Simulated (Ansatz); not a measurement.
The same path of a periodic cell of 17 atoms, Ti8Ru8Au (surface TiRu(001), adsorbate Au) was run twice with different band settings.

Method: DFT PBE, scalar-relativistic, plane waves, PAW in Ansatz 0.2.0. Settings: cutoff 420 eV, k mesh 3x3x1, fermi-dirac smearing 0.1 eV, no spin polarisation.

Relaxed end points:

```xyz
17
Lattice="6.1400 0.0000 0.0000 0.0000 6.1400 0.0000 0.0000 0.0000 16.6050" Properties=species:S:1:pos:R:3
Ti 1.531 1.531 2.229
Ru 0.000 0.000 1.000
Ti 1.557 1.557 5.351
Ru -0.002 -0.003 4.009
Ti 1.531 4.606 2.229
Ru 0.000 3.070 1.000
Ti 1.559 4.574 5.352
Ru -0.002 3.068 3.979
Ti 4.607 1.530 2.229
Ru 3.070 0.000 1.000
Ti 4.574 1.558 5.351
Ru 3.068 -0.003 3.979
Ti 4.606 4.606 2.230
Ru 3.070 3.070 1.000
Ti 4.576 4.575 5.352
Ru 3.068 3.068 3.913
Au 3.061 3.059 7.202
```

```xyz
17
Lattice="6.1400 0.0000 0.0000 0.0000 6.1400 0.0000 0.0000 0.0000 16.6050" Properties=species:S:1:pos:R:3
Ti 1.537 1.530 2.229
Ru 0.000 0.000 1.000
Ti 1.504 1.558 5.351
Ru -0.002 -0.003 3.979
Ti 1.536 4.606 2.230
Ru 0.000 3.070 1.000
Ti 1.506 4.575 5.352
Ru -0.002 3.068 3.913
Ti 4.601 1.531 2.229
Ru 3.070 0.000 1.000
Ti 4.627 1.557 5.351
Ru 3.068 -0.003 4.009
Ti 4.601 4.606 2.229
Ru 3.070 3.070 1.000
Ti 4.629 4.574 5.352
Ru 3.068 3.068 3.979
Au 6.131 3.059 7.202
```

Common settings: force threshold 0.05 eV/Å; end points relaxed; atoms held 2, 6, 10, 14.

| run | movable images | climbing image | spring | optimiser | start path | iteration limit |
| --- | --- | --- | --- | --- | --- | --- |
| 1 | 3 | yes | 1.0 eV/Å² | lbfgs | straight line | 44 |
| 2 | 4 | from the first iteration | 5.0 eV/Å² | quadratic models (default) | default | 31 |

Q: What does each run give, and how far can it be trusted?

A: Run 1: converged after 11 iterations, highest image 0.367 eV above the first end. By the program's own check the climbing image is of a kind that is not told: the force calls were inconclusive, a negative curvature could not be distinguished from the path's own, the only one lies far off the path, or fixed occupations may fill a level only in part (lowest curvatures found: -0.40 and 0.51 eV/Å²).
Run 2: converged after 5 iterations, highest image 0.367 eV above the first end. The order of the point at the top wasn't checked.
Limits of this set-up: coarse k mesh, thin slab, slab without dipole correction, a typed lattice constant that wasn't relaxed here.
